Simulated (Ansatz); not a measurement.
# ErSbRh3: the cost of one run

Method: DFT PBE, scalar-relativistic, plane waves, PAW; 4f electrons in the core of a trivalent norm-conserving potential, in Ansatz 0.2.0.

**1. The system as given**

The structure is cubic, space group Pm-3m (No. 221). The conventional cell has a = 4.471 Å, b = 4.471 Å, c = 4.471 Å, α = 90.00°, β = 90.00°, γ = 90.00°. Er (site symmetry m-3m) has 6 Rh at 2.24 Å in its first shell of neighbours. Around Sb (site symmetry m-3m) lie 12 Rh at 3.16 Å. Around Rh (site symmetry 4/mmm) lie 2 Er at 2.24 Å.

As a file:

```
Er Sb Rh
1.0
     4.47059    0.00000    0.00000
     0.00000    4.47059    0.00000
     0.00000    0.00000    4.47059
Er Sb Rh
1 1 3
Direct
  0.00000 0.00000 0.00000
  0.50000 0.50000 0.50000
  0.50000 0.00000 0.00000
  0.00000 0.50000 0.00000
  0.00000 0.00000 0.50000
```

The cell is invented: species swapped into a database cell of Lu3PbC (Pm-3m, No. 221), with Rh on the Lu sites, Sb on the Pb sites and Er on the C sites. Lengths come from tabulated atomic sizes and are only a guess.

**2. A first look at the guess**

The input, input.yaml:

```yaml
crystal:
  lattice:
    - [4.47059274, 0.0, 0.0]
    - [0.0, 4.47059274, 0.0]
    - [0.0, 0.0, 4.47059274]
  atoms:
    - { symbol: Er, position: [0.0, 0.0, 0.0] }
    - { symbol: Sb, position: [0.5, 0.5, 0.5] }
    - { symbol: Rh, position: [0.5, 0.0, 0.0] }
    - { symbol: Rh, position: [0.0, 0.5, 0.0] }
    - { symbol: Rh, position: [0.0, 0.0, 0.5] }
basis:
  ecutwfc: 770
kpoints:
  mp_grid: { grid: [4, 4, 4] }
hamiltonian:
  xc: pbe
  pseudopotentials:
    kind: paw
    azcp: { Er: "pseudopotentials/pbe/nc/lanthanide_3plus/Er.nc.azcp" }
scf:
  occupations: { method: gaussian, width: 0.1 }
  lower_state_search: "off"
output:
  forces: true
  stress: true
  eigenvalues: true
```

Launch:

```sh
$ ansatz run input.yaml --threads 1 --pin off --max-ram 2560MiB --backend cpu --events-out ev --progress --plain --runs-dir out
```

**Question.** How long does this run take on 1 thread of Arm Neoverse V1, shared host, and how much memory does it need?

About 7.3 s, with a peak of 0.44 GiB.
